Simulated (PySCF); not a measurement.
# A diatomic session: InB

What are the lowest state that PBE0 finds, the bond length, vibrational wavenumber and bond energy of InB, and how much do these hang on the method?

Program: PySCF 2.14.0. Level of theory: In cc-pVDZ-PP with ECP28, B cc-pVDZ, scalar-relativistic core potentials. These are calculated values, not measurements.

### 1 The job

A driver script around PySCF takes these settings:

| Property | Result |
| --- | --- |
| atoms | In, B |
| charge | 0 |
| basis | In cc-pVDZ-PP with ECP28, B cc-pVDZ |
| Hamiltonian | scalar-relativistic core potentials |
| basis functions | 37 |
| electrons treated | 26 |
| masses in u | 114.9039, 11.0093 |
| levels | PBE0, PBE, r²SCAN, TPSSh, r²SCAN0, PBEsol, CAM-B3LYP, HF, MP2, SCS-MP2, CCSD, CCSD(T) |
| grid | 80 radial by 434 angular points |
| occupations | held fixed by the projection of orbital angular momentum |
| dissociation limit | In + B, each in its ground configuration |
| starting distance in angstrom | 2.205 |
| values of 2S to try | 0, 2 |

On the command line:

```console
> OMP_NUM_THREADS=1 python dia.py task.json out
```

The job searches for the state first and then visits each distance with every level. Its results follow level by level.

### 2 Search for the lowest state

At the starting distance of 2.205 Å the search finds these solutions (others can lie among them):

| 2Ms+1 | unpaired | term | E (eV) | ⟨S²⟩ | ⟨Lz²⟩ | μ (D) |
| --- | --- | --- | --- | --- | --- | --- |
| 3 | π ↑↑ | ³Σ⁻ | 0.00 | 2.03 | 0.00 | -2.32 |
| 3 | σ ↑, π ↑ | ³Π | 0.11 | 2.01 | 1.00 | -1.23 |
| 1 | π ↑↓ | not assigned | 0.22 | 1.01 | 2.01 | -2.28 |
| 1 | σ ↓, π ↑ | not assigned | 0.29 | 1.01 | 1.00 | -1.33 |
| 1 | none | not assigned | 0.94 | 0.00 | 2.00 | -1.98 |
| 3 | σ ↑↑, π ↑↓ | not assigned | 2.42 | 3.01 | 2.01 | -2.48 |
| 3 | π ↑↑ | not assigned | 2.50 | 2.01 | 2.01 | 0.02 |
| 1 | σ ↓↓, π ↑↑ | not assigned | 2.88 | 2.00 | 0.00 | -2.60 |
| 3 | σ ↑, π ↑ | not assigned | 3.30 | 2.32 | 1.01 | -2.66 |
| 1 | σ ↓, π ↑ | not assigned | 3.88 | 1.10 | 1.00 | -2.89 |

A term symbol stands only where ⟨S²⟩ and ⟨Lz²⟩ are near those of a pure state. A positive dipole means In(−)B(+).

Followed over a short scan are these candidates:

```
2Ms+1  unpaired  R at minimum (Å)  energy at minimum (eV)
    3  σ ↑, π ↑              2.44                    0.00
    3      π ↑↑              2.23                    0.08
    1  σ ↓, π ↑              2.44                    0.18
    1      π ↑↓              2.24                    0.29
    1      none              2.26                    1.00
```

The search made 11 SCF attempts at the starting distance; with the short scans it took 16 s of wall time (1 thread of Arm Neoverse N1, shared host).

### 3 First curve: PBE0

State followed: ³Π (triplet), unpaired electrons σ ↑, π ↑. The scan is laid around 2.438 Å.

Output of the SCF at 2.438 Å:

```text
******** <class 'pyscf.dft.uks_symm.SymAdaptedUKS'> ********
method = SymAdaptedUKS
initial guess = minao
damping factor = 0
level_shift factor = 0
DIIS = <class 'pyscf.scf.diis.CDIIS'>
diis_start_cycle = 1
diis_space = 10
diis_damp = 0
SCF conv_tol = 1e-09
SCF conv_tol_grad = None
SCF max_cycles = 60
direct_scf = False
max_memory 909 MB (current use 259 MB)
number electrons alpha = 14  beta = 12
XC library pyscf.dft.libxc version 7.0.0
    S. Lehtola, C. Steigemann, M. J.T. Oliveira, and M. A.L. Marques.,  SoftwareX 7, 1–5 (2018)
XC functionals = PBE0
    C. Adamo and V. Barone.,  J. Chem. Phys. 110, 6158 (1999)
    M. Ernzerhof and G. E. Scuseria.,  J. Chem. Phys. 110, 5029 (1999)
small_rho_cutoff = 0
Overwritten attributes  get_j get_hcore get_k get_occ get_jk  of <class 'pyscf.dft.uks_symm.SymAdaptedUKS'>
<class 'pyscf.dft.uks_symm.SymAdaptedUKS'> does not have attributes  refdm
Set gradient conv threshold to 3.16228e-05
init E= -214.78043034689
cycle= 1 E= -214.787830872786  delta_E= -0.0074  |g|= 0.00575  |ddm|= 0.0755
cycle= 2 E= -214.787830861138  delta_E= 1.16e-08  |g|= 0.00596  |ddm|= 0.0453
cycle= 3 E= -214.787875389804  delta_E= -4.45e-05  |g|= 0.0012  |ddm|= 0.0271
cycle= 4 E= -214.787877064408  delta_E= -1.67e-06  |g|= 0.000189  |ddm|= 0.00525
cycle= 5 E= -214.787877124428  delta_E= -6e-08  |g|= 6.14e-05  |ddm|= 0.00101
cycle= 6 E= -214.787877134655  delta_E= -1.02e-08  |g|= 1.89e-05  |ddm|= 0.000388
cycle= 7 E= -214.787877137029  delta_E= -2.37e-09  |g|= 5.83e-06  |ddm|= 0.000249
cycle= 8 E= -214.787877137233  delta_E= -2.04e-10  |g|= 1.1e-06  |ddm|= 8.35e-05
Extra cycle  E= -214.787877137237  delta_E= -3.75e-12  |g|= 4.69e-07  |ddm|= 8.07e-06
converged SCF energy = -214.787877137237  <S^2> = 2.0054996  2S+1 = 3.0036642
```

The curve and what changes along it:

```csv
R (Å),E (eV),μ (D),Mulliken charge of In (e),Mayer bond order,⟨S²⟩,HOMO (eV),LUMO (eV)
2.0967,0.4598,-0.97,0.23,1.32,2.00,-5.10,-3.47
2.1942,0.2029,-1.21,0.24,1.26,2.01,-5.11,-3.30
2.2917,0.0624,-1.45,0.25,1.21,2.01,-5.11,-3.15
2.3649,0.0131,-1.64,0.25,1.18,2.01,-5.09,-3.05
2.4380,0.0000,-1.83,0.26,1.15,2.01,-4.97,-2.95
2.5111,0.0146,-2.02,0.26,1.12,2.01,-4.86,-2.87
2.6087,0.0658,-2.25,0.27,1.09,2.01,-4.72,-2.77
2.7306,0.1646,-2.52,0.27,1.06,2.01,-4.57,-2.67
2.8768,0.3129,-2.81,0.26,1.03,2.01,-4.41,-2.57
3.0719,0.5320,-3.13,0.25,1.01,2.01,-4.25,-2.48
```

Constants from the curve: Re = 2.433 Å, ωe = 377 cm⁻¹, ωexe = 2.27 cm⁻¹, αe = 0.00253 cm⁻¹, Be = 0.2835 cm⁻¹, De = 1.75 eV, μ = -1.82 D.

Orbitals nearest the gap at 2.438 Å:

```csv
spin,orbital,ε (eV),filled,made of
β,π,-20.94,yes,In d 100 %
α,π,-20.92,yes,In d 100 %
β,σ,-20.87,yes,In d 100 %
β,π,-20.82,yes,In d 100 %
α,σ,-12.12,yes,"B s 62 %, In s 30 %"
β,σ,-10.76,yes,"In s 46 %, B s 45 %"
α,σ,-8.67,yes,"In s 56 %, B s 31 %, B p 10 %"
β,σ,-7.30,yes,"In s 48 %, B s 41 %, In p 9 %"
α,σ,-5.08,yes,"B p 56 %, In p 32 %, In s 10 %"
α,π,-4.97,yes,"B p 70 %, In p 29 %"
α,π,-2.95,no,"In p 50 %, B p 48 %"
β,π,-2.59,no,"In p 58 %, B p 40 %"
β,π,-2.08,no,"In p 72 %, B p 27 %"
α,π,-1.34,no,"In p 72 %, B p 27 %"
```

Polarisability there: 109.7 bohr³ along the bond, 58.1 across it. Without diffuse functions these come out too small, above all across the bond.

### 4 Fields at the reference distance

Orbitals, density, ELF and potential are computed afterwards from the orbital file.

Frontier orbitals at PBE0 (alpha spin), with the share of their density that lies nearest to each atom:

```csv
orbital,energy (eV),lies on
HOMO,-4.97,B2 72 %; In1 28 %
LUMO,-2.95,B2 53 %; In1 47 %
```

ELF in a plane through or near 2 of the atoms.

Values, 10 rows by 14 columns:
```
0.00 0.02 0.11 0.23 0.25 0.20 0.18 0.24 0.35 0.29 0.14 0.05 0.00 0.00
0.03 0.26 0.61 0.70 0.64 0.50 0.43 0.49 0.71 0.75 0.66 0.49 0.15 0.01
0.14 0.65 0.86 0.74 0.54 0.43 0.48 0.61 0.84 0.89 0.87 0.79 0.49 0.07
0.46 0.91 0.85 0.43 0.26 0.26 0.27 0.68 0.93 0.95 0.96 0.94 0.81 0.30
0.70 0.95 0.72 0.32 0.73 0.75 0.29 0.67 0.71 0.19 0.96 0.98 0.91 0.50
0.73 0.95 0.69 0.36 0.79 0.24 0.37 0.66 0.34 0.87 0.91 0.98 0.92 0.54
0.61 0.94 0.78 0.31 0.43 0.54 0.22 0.68 0.93 0.83 0.97 0.97 0.88 0.42
0.28 0.83 0.89 0.59 0.38 0.30 0.38 0.66 0.90 0.93 0.93 0.89 0.68 0.17
0.09 0.52 0.81 0.77 0.61 0.49 0.49 0.57 0.81 0.86 0.82 0.71 0.37 0.04
0.01 0.09 0.33 0.48 0.46 0.36 0.30 0.38 0.57 0.56 0.40 0.22 0.03 0.00
```
The map spans 7.6 Å across and 5.2 Å up, centred on the molecule. Atoms in the plane (x, y in Å): In1 (-1.2, 0.0), B2 (1.2, 0.0).

On the surface of density 0.002 e/bohr³ the electrostatic potential runs, from the 1st to the 99th percentile, from -0.97 V near B2 to 2.05 V near In1.

The spin density lies nearest to B2 70 %; In1 30 %.

Core electrons inside the core potentials are missing from the density.

### 5 Excited determinants

State 2: ³Σ⁻ (triplet), unpaired electrons π ↑↑, an excited solution.

Output of the SCF at 2.438 Å:

```text
[... 13 set-up lines left out, the same as in an earlier log ...]
max_memory 909 MB (current use 303 MB)
[... 8 set-up lines left out, the same as in an earlier log ...]
init E= -214.769394520972
cycle= 1 E= -214.779946490827  delta_E= -0.0106  |g|= 0.00767  |ddm|= 0.0613
cycle= 2 E= -214.779759081319  delta_E= 0.000187  |g|= 0.0143  |ddm|= 0.0706
cycle= 3 E= -214.780020200661  delta_E= -0.000261  |g|= 0.00267  |ddm|= 0.0532
cycle= 4 E= -214.780028375871  delta_E= -8.18e-06  |g|= 0.000295  |ddm|= 0.0089
cycle= 5 E= -214.780028783693  delta_E= -4.08e-07  |g|= 0.000171  |ddm|= 0.00257
cycle= 6 E= -214.780029110266  delta_E= -3.27e-07  |g|= 0.000114  |ddm|= 0.00299
cycle= 7 E= -214.780029297352  delta_E= -1.87e-07  |g|= 3.31e-05  |ddm|= 0.00365
cycle= 8 E= -214.780029304044  delta_E= -6.69e-09  |g|= 8.45e-06  |ddm|= 0.000627
cycle= 9 E= -214.78002930434  delta_E= -2.96e-10  |g|= 2.62e-06  |ddm|= 8.44e-05
Extra cycle  E= -214.780029304318  delta_E= 2.27e-11  |g|= 5.12e-06  |ddm|= 2.62e-05
converged SCF energy = -214.780029304318  <S^2> = 2.0166839  2S+1 = 3.011102
```

Re = 2.222 Å, ωe = 465 cm⁻¹, ωexe = 3.18 cm⁻¹, αe = 0.00318 cm⁻¹, Be = 0.3398 cm⁻¹, μ = -2.35 D. Its minimum lies 0.07 eV above that of the lowest state.

State 3: Ms = 0 determinant of mixed spin (⟨S²⟩ = 1.02), unpaired electrons σ ↓, π ↑, an excited solution.

The SCF at the reference distance, 2.438 Å, printed:

```text
[... 13 set-up lines left out, the same as in an earlier log ...]
max_memory 909 MB (current use 278 MB)
number electrons alpha = 13  beta = 13
[... 7 set-up lines left out, the same as in an earlier log ...]
init E= -214.773601859789
cycle= 1 E= -214.781115887729  delta_E= -0.00751  |g|= 0.00562  |ddm|= 0.0734
cycle= 2 E= -214.781122118161  delta_E= -6.23e-06  |g|= 0.00536  |ddm|= 0.0422
cycle= 3 E= -214.781157063509  delta_E= -3.49e-05  |g|= 0.00123  |ddm|= 0.0249
cycle= 4 E= -214.781158819627  delta_E= -1.76e-06  |g|= 0.000162  |ddm|= 0.00543
cycle= 5 E= -214.781158849167  delta_E= -2.95e-08  |g|= 4.27e-05  |ddm|= 0.000766
cycle= 6 E= -214.781158851995  delta_E= -2.83e-09  |g|= 7.33e-06  |ddm|= 0.000224
cycle= 7 E= -214.781158852132  delta_E= -1.37e-10  |g|= 1.33e-06  |ddm|= 6.69e-05
Extra cycle  E= -214.781158852136  delta_E= -3.81e-12  |g|= 8.28e-07  |ddm|= 1.07e-05
converged SCF energy = -214.781158852136  <S^2> = 1.01648  2S+1 = 2.2507598
```

Re = 2.433 Å, ωe = 376 cm⁻¹; the determinant mixes terms (⟨S²⟩ = 1.02, ⟨Lz²⟩ = 1.00), so these belong to no real state. Its minimum lies 0.18 eV above that of the lowest state.

State 4: Ms = 0 determinant of mixed spin (⟨S²⟩ = 1.01), unpaired electrons π ↑↓, an excited solution.

Log of the SCF at 2.438 Å:

```text
[... 22 set-up lines left out, the same as in an earlier log ...]
init E= -214.762134755097
cycle= 1 E= -214.772529134911  delta_E= -0.0104  |g|= 0.00715  |ddm|= 0.0597
cycle= 2 E= -214.772363218052  delta_E= 0.000166  |g|= 0.0134  |ddm|= 0.0651
cycle= 3 E= -214.772589357522  delta_E= -0.000226  |g|= 0.00278  |ddm|= 0.05
cycle= 4 E= -214.77259823965  delta_E= -8.88e-06  |g|= 0.000173  |ddm|= 0.00915
cycle= 5 E= -214.772598273029  delta_E= -3.34e-08  |g|= 4.35e-05  |ddm|= 0.000774
cycle= 6 E= -214.772598275368  delta_E= -2.34e-09  |g|= 3.83e-06  |ddm|= 0.000169
cycle= 7 E= -214.772598275388  delta_E= -1.95e-11  |g|= 1.33e-06  |ddm|= 1.66e-05
Extra cycle  E= -214.772598275386  delta_E= 1.42e-12  |g|= 1.9e-06  |ddm|= 1.08e-05
converged SCF energy = -214.772598275386  <S^2> = 1.0056742  2S+1 = 2.2411374
```

Re = 2.233 Å, ωe = 457 cm⁻¹; the determinant mixes terms (⟨S²⟩ = 1.01, ⟨Lz²⟩ = 2.01), so these belong to no real state. Its minimum lies 0.29 eV above that of the lowest state.

Energy (eV) from the lowest point of the lowest state:

| R (Å) | lowest | state 2 | state 3 | state 4 |
| --- | --- | --- | --- | --- |
| 2.097 | 0.460 | 0.150 | 0.642 | 0.381 |
| 2.194 | 0.203 | 0.078 | 0.385 | 0.300 |
| 2.292 | 0.062 | 0.092 | 0.245 | 0.306 |
| 2.365 | 0.013 | 0.142 | 0.196 | 0.349 |
| 2.438 | 0.000 | 0.214 | 0.183 | 0.416 |
| 2.511 | 0.015 | 0.301 | 0.197 | 0.498 |
| 2.609 | 0.066 | 0.433 | 0.248 | 0.623 |
| 2.731 | 0.165 | 0.609 | 0.347 | 0.792 |
| 2.877 | 0.313 | 0.821 | 0.494 | 0.996 |
| 3.072 | 0.532 | 1.087 | 0.711 | 1.254 |

### 6 PBE (GGA)

Output of the SCF at 2.438 Å:

```text
[... 17 set-up lines left out, the same as in an earlier log ...]
XC functionals = PBE
    J. P. Perdew, K. Burke, and M. Ernzerhof.,  Phys. Rev. Lett. 77, 3865 (1996)
    J. P. Perdew, K. Burke, and M. Ernzerhof.,  Phys. Rev. Lett. 78, 1396 (1997)
    J. P. Perdew, K. Burke, and M. Ernzerhof.,  Phys. Rev. Lett. 77, 3865 (1996)
    J. P. Perdew, K. Burke, and M. Ernzerhof.,  Phys. Rev. Lett. 78, 1396 (1997)
[... 2 set-up lines left out, the same as in an earlier log ...]
init E= -214.785853629402
cycle= 1 E= -214.78706357671  delta_E= -0.00121  |g|= 0.0127  |ddm|= 0.175
cycle= 2 E= -214.78699014779  delta_E= 7.34e-05  |g|= 0.0121  |ddm|= 0.0663
cycle= 3 E= -214.787047958143  delta_E= -5.78e-05  |g|= 0.00999  |ddm|= 0.0775
cycle= 4 E= -214.787179827322  delta_E= -0.000132  |g|= 0.000547  |ddm|= 0.0398
cycle= 5 E= -214.787180238431  delta_E= -4.11e-07  |g|= 0.000219  |ddm|= 0.00425
cycle= 6 E= -214.787180318001  delta_E= -7.96e-08  |g|= 5.58e-05  |ddm|= 0.00113
cycle= 7 E= -214.787180322369  delta_E= -4.37e-09  |g|= 5.42e-06  |ddm|= 0.000307
cycle= 8 E= -214.787180322411  delta_E= -4.15e-11  |g|= 4.02e-07  |ddm|= 3.09e-05
Extra cycle  E= -214.78718032241  delta_E= 5.12e-13  |g|= 5.16e-07  |ddm|= 4.3e-06
converged SCF energy = -214.78718032241  <S^2> = 2.002756  2S+1 = 3.0018368
```

Re = 2.464 Å, ωe = 350 cm⁻¹, ωexe = 2.33 cm⁻¹, αe = 0.00268 cm⁻¹, Be = 0.2764 cm⁻¹, De = 1.91 eV, μ = -1.75 D.

### 7 r²SCAN (meta-GGA)

The SCF at the reference distance, 2.438 Å, printed:

```text
[... 17 set-up lines left out, the same as in an earlier log ...]
XC functionals = R2SCAN
    J. W. Furness, A. D. Kaplan, J. Ning, J. P. Perdew, and J. Sun.,  J. Phys. Chem. Lett. 11, 8208-8215 (2020)
    J. W. Furness, A. D. Kaplan, J. Ning, J. P. Perdew, and J. Sun.,  J. Phys. Chem. Lett. 11, 9248-9248 (2020)
    J. W. Furness, A. D. Kaplan, J. Ning, J. P. Perdew, and J. Sun.,  J. Phys. Chem. Lett. 11, 8208-8215 (2020)
    J. W. Furness, A. D. Kaplan, J. Ning, J. P. Perdew, and J. Sun.,  J. Phys. Chem. Lett. 11, 9248-9248 (2020)
[... 2 set-up lines left out, the same as in an earlier log ...]
init E= -214.877039050163
cycle= 1 E= -214.877516582727  delta_E= -0.000478  |g|= 0.0119  |ddm|= 0.19
cycle= 2 E= -214.876835655875  delta_E= 0.000681  |g|= 0.0252  |ddm|= 0.153
cycle= 3 E= -214.877733198261  delta_E= -0.000898  |g|= 0.00152  |ddm|= 0.106
cycle= 4 E= -214.877735144057  delta_E= -1.95e-06  |g|= 0.000469  |ddm|= 0.00605
cycle= 5 E= -214.877735516004  delta_E= -3.72e-07  |g|= 0.000138  |ddm|= 0.00355
cycle= 6 E= -214.877735551228  delta_E= -3.52e-08  |g|= 3.49e-05  |ddm|= 0.000971
cycle= 7 E= -214.877735556413  delta_E= -5.19e-09  |g|= 1.18e-05  |ddm|= 0.000411
cycle= 8 E= -214.877735556685  delta_E= -2.72e-10  |g|= 1.66e-06  |ddm|= 7.68e-05
Extra cycle  E= -214.87773555669  delta_E= -4.77e-12  |g|= 9.49e-07  |ddm|= 1.2e-05
converged SCF energy = -214.87773555669  <S^2> = 2.0073291  2S+1 = 3.0048821
```

Re = 2.437 Å, ωe = 373 cm⁻¹, ωexe = 2.39 cm⁻¹, αe = 0.00261 cm⁻¹, Be = 0.2826 cm⁻¹, De = 1.87 eV, μ = -1.62 D.

[end of part 1 of 2]
